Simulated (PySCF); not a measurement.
**How the numerical set-up moves the result for LiAs⁻**

The method stays; parts of the set-up, such as the basis or the Hamiltonian, are changed.

The runs use PySCF 2.14.0; each script names its method and basis.

3 further runs of the same task are left out: 3 that didn't finish.

### Step 1. The starting structure

LiAs⁻: 2 atoms, charge -1, spin multiplicity 2.

Bond lengths: Li1–As2 2.304 Å.

### Step 2. Base script

Input file input.py:

```python
from pyscf import gto, scf, cc

mol = gto.M(
    atom='Li 0 0 0; As 0 0 2.304',
    basis='cc-pvdz',
    charge=-1,
    spin=1,
    verbose=3,
)
mf = scf.UHF(mol)
mf.kernel()
mycc = cc.CCSD(mf, frozen=9)
mycc.kernel()
mf.dip_moment()
print('orbital energies (hartree):', [e[max(0, n-3):n+3].round(4) for e, n in zip(mf.mo_energy, mol.nelec)])
```

Started as:

```sh
$ python input.py
```

Its log is not repeated here.

Base result: E(SCF) = -2241.588065 Eh, E(CCSD) − E(SCF) = -0.14089 Eh, ⟨S²⟩ = 0.856.

The bond length is a typed value, not an optimised one. The dipole of an ion depends on the origin.

### Step 3. Lanl2dz (core potential on)

Run 1 changes basis set: cc-pvdz → lanl2dz; core potential: off → on; frozen orbitals: 9 → none. The core potential changes with it: totals don't compare.

Input file input.py:

```python
from pyscf import gto, scf, cc

mol = gto.M(
    atom='Li 0 0 0; As 0 0 2.304',
    basis='lanl2dz',
    ecp={'As': 'lanl2dz'},
    charge=-1,
    spin=1,
    verbose=3,
)
mf = scf.UHF(mol)
mf.kernel()
mycc = cc.CCSD(mf)
mycc.kernel()
mf.dip_moment()
print('orbital energies (hartree):', [e[max(0, n-3):n+3].round(4) for e, n in zip(mf.mo_energy, mol.nelec)])
```

Started as:

```sh
$ python input.py
```

### Step 4. Aug-cc-pvdz

Run 2 changes basis set: cc-pvdz → aug-cc-pvdz.

input.py: that of step 2 with these lines changed.

```diff
@@ -4,3 +4,3 @@
     atom='Li 0 0 0; As 0 0 2.304',
-    basis='cc-pvdz',
+    basis='aug-cc-pvdz',
     charge=-1,
```

### Step 5. 6-31g

Run 3 changes basis set: cc-pvdz → 6-31g.

input.py: that of step 2 with these lines changed.

```diff
@@ -4,3 +4,3 @@
     atom='Li 0 0 0; As 0 0 2.304',
-    basis='cc-pvdz',
+    basis='6-31g',
     charge=-1,
```

### Step 6. Ano-rcc-vdzp (X2C on)

Run 4 changes basis set: cc-pvdz → ano-rcc-vdzp; spin-free X2C: off → on.

input.py: that of step 2 with these lines changed.

```diff
@@ -4,3 +4,3 @@
     atom='Li 0 0 0; As 0 0 2.304',
-    basis='cc-pvdz',
+    basis='ano-rcc-vdzp',
     charge=-1,
@@ -10,2 +10,3 @@
 mf = scf.UHF(mol)
+mf = mf.sfx2c1e()
 mf.kernel()
```

### Step 7. Spin-free X2C on

Run 5 changes spin-free X2C: off → on.

input.py: that of step 2 with these lines changed.

```diff
@@ -10,2 +10,3 @@
 mf = scf.UHF(mol)
+mf = mf.sfx2c1e()
 mf.kernel()
```

Before running it: what results should come out? Wanted: for each run, E(SCF); from base; gap, α spin; after the SCF.

As calculated:

| run | E(SCF) (hartree) | from base (eV) | gap, α spin (eV) | functions | after the SCF |
| --- | --- | --- | --- | --- | --- |
| base | -2241.588065 | 0 | 4.90 | 41 | CCSD correlation -3.834 eV, core frozen |
| lanl2dz (core potential on) | -13.368837 | not comparable | n/a | 17 | CCSD correlation -1.679 eV |
| aug-cc-pvdz | -2241.599320 | -0.3063 | 3.31 | 59 | CCSD correlation -4.129 eV, core frozen |
| 6-31g | -2241.270596 | +8.6388 | 4.98 | 36 | CCSD correlation -5.435 eV, core frozen |
| ano-rcc-vdzp (X2C on) | -2266.459098 | not comparable | 5.20 | 41 | CCSD correlation -4.366 eV, core frozen |
| spin-free X2C on | -2260.991962 | -528.0069 | 4.90 | 41 | CCSD correlation -3.844 eV, core frozen |

The largest comparable shift of the SCF energy, -528.007 eV, comes with the run “spin-free X2C on”. aug-cc-pvdz (59 functions) gives an energy 0.31 eV lower than cc-pvdz (41). 6-31g (36 functions) gives an energy 8.64 eV higher than cc-pvdz (41). Scalar relativity lowers the total energy by 528.01 eV, nearly all of it in the inner shells; a basis contracted without relativity catches only part of it. The dearest run is “aug-cc-pvdz”, at 5.1 s against 1.6 s.
